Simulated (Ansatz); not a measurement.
# Cd3Te2Se: a trial structure relaxed

The task: take a trial cell of Cd3Te2Se to zero force and stress.

Program: Ansatz 0.2.0. Level of theory: DFT PBE, scalar-relativistic, plane waves, PAW. These are calculated values, not measurements.

### 1 Starting point

The structure is trigonal, space group P3m1 (No. 156). The conventional cell has a = 4.306 Å, b = 4.306 Å, c = 10.548 Å, α = 90.00°, β = 90.00°, γ = 120.00°. Around Cd (site symmetry 3m) lie 4 Te at 2.64 Å. Cd (site symmetry 3m) is surrounded by 3 Te at 2.64 Å and 1 Se at 2.64 Å. Cd (site symmetry 3m) has 1 Te at 2.64 Å and 3 Se at 2.64 Å as nearest neighbours. Te (site symmetry 3m) is surrounded by 4 Cd at 2.64 Å. Se (site symmetry 3m) has 4 Cd at 2.64 Å as nearest neighbours.

Coordinates:

```cif
data_structure
_symmetry_space_group_name_H-M 'P 1'
_symmetry_Int_Tables_number 1
_cell_length_a 4.3062
_cell_length_b 4.3062
_cell_length_c 10.5479
_cell_angle_alpha 90.000
_cell_angle_beta 90.000
_cell_angle_gamma 120.000
_cell_volume 169.39
loop_
_atom_site_label
_atom_site_type_symbol
_atom_site_fract_x
_atom_site_fract_y
_atom_site_fract_z
_atom_site_occupancy
Cd1 Cd 0.00000 0.00000 0.00000 1
Cd2 Cd 0.33333 0.66667 0.66667 1
Cd3 Cd 0.66667 0.33333 0.33333 1
Te1 Te 0.00000 0.00000 0.75000 1
Te2 Te 0.66667 0.33333 0.08333 1
Se1 Se 0.33333 0.66667 0.41667 1
```

The start is an ordering of an alloy on its end members' structure types: elements ordered on the sites of the CdTe type, Se/Te on Te (P3m1, No. 156).

### 2 A first look at the guess

input.yaml reads:

```yaml
crystal:
  lattice:
    - [4.30617256, 0.0, 0.0]
    - [-2.15308628, 3.72925483, 0.0]
    - [0.0, 0.0, 10.54792551]
  atoms:
    - { symbol: Cd, position: [0.0, 0.0, 0.0] }
    - { symbol: Cd, position: [0.33333333, 0.66666667, 0.66666667] }
    - { symbol: Cd, position: [0.66666667, 0.33333333, 0.33333333] }
    - { symbol: Te, position: [0.0, 0.0, 0.75] }
    - { symbol: Te, position: [0.66666667, 0.33333333, 0.08333333] }
    - { symbol: Se, position: [0.33333333, 0.66666667, 0.41666667] }
basis:
  ecutwfc: 420
kpoints:
  mp_grid: { grid: [6, 6, 2] }
hamiltonian:
  xc: pbe
scf:
  occupations: { method: gaussian, width: 0.1 }
  lower_state_search: "off"
output:
  forces: true
  stress: true
  eigenvalues: true
```

Launch:

```console
$ ansatz run input.yaml --threads 1 --pin off --max-ram 2560MiB --backend cpu --events-out ev --progress --plain --runs-dir out
```

Further runs follow: coarse relaxation; relaxation on the finer mesh.

Before running it: what results should come out? Wanted: conventional cell; volume; energy over the elements; gap on the mesh.

**Answer**, as computed:

```
                              quantity                                                                        value
symmetry at the end (tolerance 0.02 Å)                                                   space group P3m1 (No. 156)
                     conventional cell  a = 4.583 Å, b = 4.583 Å, c = 11.219 Å, α = 90.00°, β = 90.00°, γ = 120.00°
                                volume                                                                34.01 Å³/atom
              energy over the elements                                                                -0.51 eV/atom
                       gap on the mesh                                                                      0.25 eV
```

What this shows: The space group P3m1 (No. 156) is kept, and the volume per atom grows by 20.5 % from the first guess. It lies below the elements, which doesn't yet make it stable: competing phases were not computed in this session. No finished test with a distortion of lower symmetry is shown, so the end may be a saddle point. Spin-orbit coupling is left out, which matters for the bands of Te.
